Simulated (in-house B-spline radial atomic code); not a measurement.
# Au⁵⁹⁺: a two-valence-electron spectrum

Question: what is the low spectrum of Au⁵⁹⁺ as two electrons over the core [Ne] 3s2 3p6?

The numbers are computed with an in-house B-spline radial atomic code, version 1 (configuration interaction of two valence electrons in the frozen-core Dirac-Hartree-Fock potential, then with screened core-valence correlation, Breit and QED (CI+MBPT), no-pair Dirac, B-spline basis), except any that are marked as measured or tabulated.

### 1 What is computed

* element: gold (Z = 79)
* charge: +59
* core: [Ne] 3s2 3p6
* nucleus: mass number 197, rms radius 5.437 fm

### 2 The run, and its levels

Settings:

```ini
basis_form = 3
Z = 79
core_configuration = [Ne] 3s2 3p6
rms_radius = 5.4371
mass_number = 197
speed_of_light = 137.035999084
box_radius = 1.475
lmax = 6
intervals = 54
virtual_cutoff = 12482.0
```

The run is started by

```
> python run_mb.py task.json out
```

The settings stand in task.json.

The program writes no log. Results of the run, from its result record (rounded, main fields):

```text
{
  "status": "converged",
  "ion": ["3d3/2", -231.761177, -231.8433291],
  "complete_below [hartree]": -449.4456662,
  "lowest_core_excitation [hartree]": 10.0689,
  "mean_screening": {"0": -0.00591, "1": -0.107, "2": -0.011, "3": -0.0081, "4": -0.00163, "5": -0.00448, "6": -0.00147},
  "ci_size": 2746,
  "levels [hartree (two-electron valence energies)]": [
    {"J": 2, "odd": 0, "e": -458.004217, "e_ci": -458.071396, "match": 1.0, "conf": [["3d2", 1.0]], "term": "3F", "term_weight": 0.72, "jj": "3/2,3/2", "g": 0.77761},
    {"J": 0, "odd": 0, "e": -457.057834, "e_ci": -457.142634, "match": 1.0, "conf": [["3d2", 1.0]], "term": "3P", "term_weight": 0.679, "jj": "3/2,3/2"},
    {"J": 3, "odd": 0, "e": -454.347984, "e_ci": -454.355597, "match": 1.0, "conf": [["3d2", 1.0]], "term": "3F", "term_weight": 1.0, "jj": "3/2,5/2", "g": 1.0835},
    {"J": 2, "odd": 0, "e": -453.934383, "e_ci": -453.930729, "match": 1.0, "conf": [["3d2", 0.999]], "term": "3P", "term_weight": 0.496, "jj": "3/2,5/2", "g": 1.1752},
    {"J": 4, "odd": 0, "e": -453.794967, "e_ci": -453.756711, "match": 1.0, "conf": [["3d2", 1.0]], "term": "1G", "term_weight": 0.722, "jj": "3/2,5/2", "g": 1.0696},
    {"J": 1, "odd": 0, "e": -453.732008, "e_ci": -453.758829, "match": 1.0, "conf": [["3d2", 1.0]], "term": "3P", "term_weight": 1.0, "jj": "3/2,5/2", "g": 1.5012},
    {"J": 4, "odd": 0, "e": -450.370857, "e_ci": -450.301985, "match": 1.0, "conf": [["3d2", 1.0]], "term": "3F", "term_weight": 0.723, "jj": "5/2,5/2", "g": 1.1812},
    {"J": 2, "odd": 0, "e": -450.034635, "e_ci": -449.979718, "match": 1.0, "conf": [["3d2", 0.999]], "term": "1D", "term_weight": 0.472, "jj": "5/2,5/2", "g": 1.2138}
  ]
}
```

It took 2.6 min on 1 thread, shared host.

Fields of a level: J, parity (odd), the two-electron energy e with all corrections and e_ci from plain CI (hartree), match between the two, leading configurations in the ion's orbitals, term and its weight, jj label, Landé g.

Levels above complete_below are not shown. The record's own labels can count the outer n one higher than the tables below, which number each series by energy.

### 3 Level list

Excitation energies (eV). The table gives the lowest levels of the complete part, and series are numbered by energy.

```
  level  purity      g      CI  CI+MBPT
3d2 3F2    0.72  0.778    0.00     0.00
3d2 3P0    0.68      -   25.27    25.75
3d2 3F3    1.00  1.083  101.11    99.49
3d2 3P2    0.50  1.175  112.67   110.75
3d2 1G4    0.72  1.070  117.41   114.54
3d2 3P1    1.00  1.501  117.35   116.25
3d2 3F4    0.72  1.181  211.42   207.71
3d2 1D2    0.47  1.214  220.19   216.86
```

### 4 Transitions

The record's fields for this part:

```text
{
  "transitions": [
    ["E2", 1, 0, -0.021924, -0.022958],
    ["E2", 2, 0, -0.0091371, -0.0095391],
    ["E2", 3, 0, 0.013873, 0.01448],
    ["E2", 3, 1, -0.011047, -0.011533],
    ["E2", 3, 2, 0.0097457, 0.010155],
    ["E2", 4, 0, 0.012629, 0.013178],
    ["E2", 4, 2, -0.0027016, -0.0028778],
    ["E2", 4, 3, 0.023541, 0.024625],
    ["E2", 5, 0, 0.010083, 0.010528],
    ["E2", 5, 2, 0.024388, 0.025519],
    ["E2", 5, 3, -0.025615, -0.026781],
    ["E2", 6, 0, -0.0016952, -0.0017678],
    ["E2", 6, 2, -0.006102, -0.0063647],
    ["E2", 6, 3, 0.014381, 0.015008],
    ["E2", 6, 4, 0.020745, 0.021659],
    ["E2", 7, 0, 0.00026535, 0.00027572],
    ["E2", 7, 1, -0.0020243, -0.0021158],
    ["E2", 7, 2, 0.01358, 0.014175],
    ["E2", 7, 3, 0.0057856, 0.0060383],
    ["E2", 7, 4, -0.0016042, -0.0016686],
    ["E2", 7, 5, 0.012406, 0.01295],
    ["E2", 7, 6, 0.028771, 0.030053],
    ["M1", 2, 0, -2.1792, "-"],
    ["M1", 3, 0, 1.0873, "-"],
    ["M1", 3, 2, -1.2043, "-"],
    ["M1", 4, 2, -1.3619, "-"],
    ["M1", 5, 0, 0.29935, "-"],
    ["M1", 5, 1, 1.1589, "-"],
    ["M1", 5, 3, 1.109, "-"],
    ["M1", 6, 2, -2.1974, "-"],
    "... 5 more rows left out ..."
  ]
}
```

Each row: multipole, upper and lower level (counted from 0 in the list of levels), and the reduced element with and without core polarisation (atomic units; M1 in Bohr magnetons).

A choice of fast lines, with preference for those that end on the four lowest levels:

```csv
kind,upper,lower,wavelength (nm),rate (1/s),gf
M1,3d2 3F3,3d2 3F2,12.462,9.46e+06,-
M1,3d2 3P2,3d2 3F2,11.195,4.55e+06,-
M1,3d2 3P1,3d2 3P0,13.700,4.70e+06,-
M1,3d2 3F4,3d2 3F3,11.456,9.62e+06,-
M1,3d2 1D2,3d2 3P2,11.684,7.84e+06,-
```

### 5 Summary of results

```
                               quantity                                                              value
                           ground level                                                            3d2 3F2
                      ionisation energy                                     6156.4 eV (plain CI 6156.0 eV)
                    first excited level                                                3d2 3P0 at 25.75 eV
                       largest CI block                                                               2746
tabulated theoretical ionisation energy  6156.0 ± 7 eV (NIST Atomic Spectra Database, ionization energies)
```

**Reading.** 3d2 3F2 lies lowest. Plain CI gives 6156.0 eV for ionisation, the corrected calculation 6156.4 eV. The lowest 8 levels have a mean term purity of 0.73, so spin-orbit mixing is strong and LS labels say little. The tabulated theoretical ionisation energy is 6156.0 ± 7 eV, so the final value is off by +0.0063 %, within the tabulated uncertainty.
